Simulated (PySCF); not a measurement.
**Pr(OH)3: forces at shaken geometries**

Aim: move all atoms of relaxed Pr(OH)3 at random and read energies and forces. It is a constructed species; whether it can be made isn't addressed.

The runs use PySCF 2.14.0; TPSS, Pr lcecp-1-SVP with ECP48, O def2-SVP, H def2-SVP; scalar-relativistic core potentials, no spin–orbit coupling.

6 further runs of the same task are left out: 1 for a known fault of the program, 4 that didn't finish, 1 set aside as unsound or not needed.

### Step 1. Where the work starts

7 atoms, charge 0, spin multiplicity 1.

Bond lengths: Pr1–O2 2.144 Å, Pr1–O4 2.144 Å, Pr1–O6 2.144 Å, O2–H3 0.967 Å, O4–H5 0.967 Å, O6–H7 0.967 Å. Angles: O2–Pr1–O4 116.5°, O2–Pr1–O6 116.5°, O4–Pr1–O6 116.5°, Pr1–O2–H3 171.6°, Pr1–O4–H5 171.6°, Pr1–O6–H7 171.6°.

Coordinates:

```xyz
7

Pr    0.0000    0.0000   -0.3376
O     2.1056    0.0000    0.0655
H     3.0185    0.0000    0.3842
O    -1.0528    1.8235    0.0655
H    -1.5092    2.6141    0.3842
O    -1.0528   -1.8235    0.0655
H    -1.5092   -2.6141    0.3842
```

Formal oxidation states: Pr +3. Each metal's 2 4f electrons lie in its core potential, so multiplicities, spins and levels count the valence alone. An earlier session relaxed this geometry at TPSS, Pr lcecp-1-SVP with ECP48, O def2-SVP, H def2-SVP (singlet, point group C3v).

Its energy there is -260.378070 Eh.

### Step 2. Atoms moved at random, σ = 0.15 Å

run.py (the lines that set the calculation)

```python
mol = gto.M(atom='''
Pr    -0.16684     0.09243    -0.50860
O      2.01519     0.05676     0.17925
H      3.28740     0.04175     0.32560
O     -1.07530     1.72981    -0.01146
H     -1.60391     2.64512     0.21093
O     -0.97372    -1.84028     0.03897
H     -1.48283    -2.72559     0.77672''',
    basis={'Pr': 'lcecp-1-SVP', 'O': 'def2-SVP', 'H': 'def2-SVP'},
    ecp={'Pr': 'lcecp-1-SVP'},
    charge=0, spin=0)
mf = dft.RKS(mol, xc='TPSS')
mf.grids.atom_grid = (50, 194)  # f atoms: unpruned, at least (60, 302)
mf = mf.density_fit()  # fitting sets: Pr AutoAux, O def2-universal-JKFIT, H def2-universal-JKFIT
mf.conv_tol = 1e-08; mf.max_cycle = 55
mf.kernel(dm0)  # dm0: the density of the relaxed state
```

Launch:

```
$ OMP_NUM_THREADS=2 python run.py
```

### Step 3. Atoms moved at random, σ = 0.1 Å

run.py (the lines that set the calculation)

```python
mol = gto.M(atom='''
Pr     0.13168     0.04444    -0.37026
O      2.08816     0.07683     0.04760
H      2.90920     0.01182     0.55714
O     -1.04364     1.86215     0.16057
H     -1.35761     2.49484     0.36908
O     -1.19126    -1.72642    -0.10364
H     -1.53652    -2.76366     0.35092''',
    basis={'Pr': 'lcecp-1-SVP', 'O': 'def2-SVP', 'H': 'def2-SVP'},
    ecp={'Pr': 'lcecp-1-SVP'},
    charge=0, spin=0)
mf = dft.RKS(mol, xc='TPSS')
mf.grids.atom_grid = (50, 194)  # f atoms: unpruned, at least (60, 302)
mf = mf.density_fit()  # fitting sets: Pr AutoAux, O def2-universal-JKFIT, H def2-universal-JKFIT
mf.conv_tol = 1e-08; mf.max_cycle = 55
mf.kernel(dm0)  # dm0: the density of the relaxed state
```

### Step 4. Atoms moved at random, σ = 0.1 Å

run.py (the lines that set the calculation)

```python
mol = gto.M(atom='''
Pr    -0.06436     0.03089    -0.50397
O      2.16403     0.03277     0.29044
H      3.09304     0.15420     0.35317
O     -1.16813     1.77127     0.12304
H     -1.51397     2.55410     0.37437
O     -0.95835    -1.95746     0.06114
H     -1.55227    -2.58577     0.31322''',
    basis={'Pr': 'lcecp-1-SVP', 'O': 'def2-SVP', 'H': 'def2-SVP'},
    ecp={'Pr': 'lcecp-1-SVP'},
    charge=0, spin=0)
mf = dft.RKS(mol, xc='TPSS')
mf.grids.atom_grid = (50, 194)  # f atoms: unpruned, at least (60, 302)
mf = mf.density_fit()  # fitting sets: Pr AutoAux, O def2-universal-JKFIT, H def2-universal-JKFIT
mf.conv_tol = 1e-08; mf.max_cycle = 55
mf.kernel(dm0)  # dm0: the density of the relaxed state
```

**Question.** What will these runs give? Wanted: for each run, σ; energy rise; harmonic estimate −½ F·u; largest force component.

As calculated:

| σ (Å) | energy rise (eV) | harmonic estimate −½ F·u (eV) | largest force component (eV/Å) |
| --- | --- | --- | --- |
| 0.15 | 3.501 | 2.990 | 7.53 |
| 0.1 | 3.614 | 4.295 | 25.24 |
| 0.1 | 0.929 | 0.809 | 4.83 |

Every displacement raises the energy. For a harmonic well the rise equals −½ F·u; the two differ by at most 19 % here (a move with σ = 0.1 Å), from anharmonicity, the grid and the small forces left at the relaxed point. These are double-zeta-type bases without diffuse functions. Spin–orbit coupling is left out.
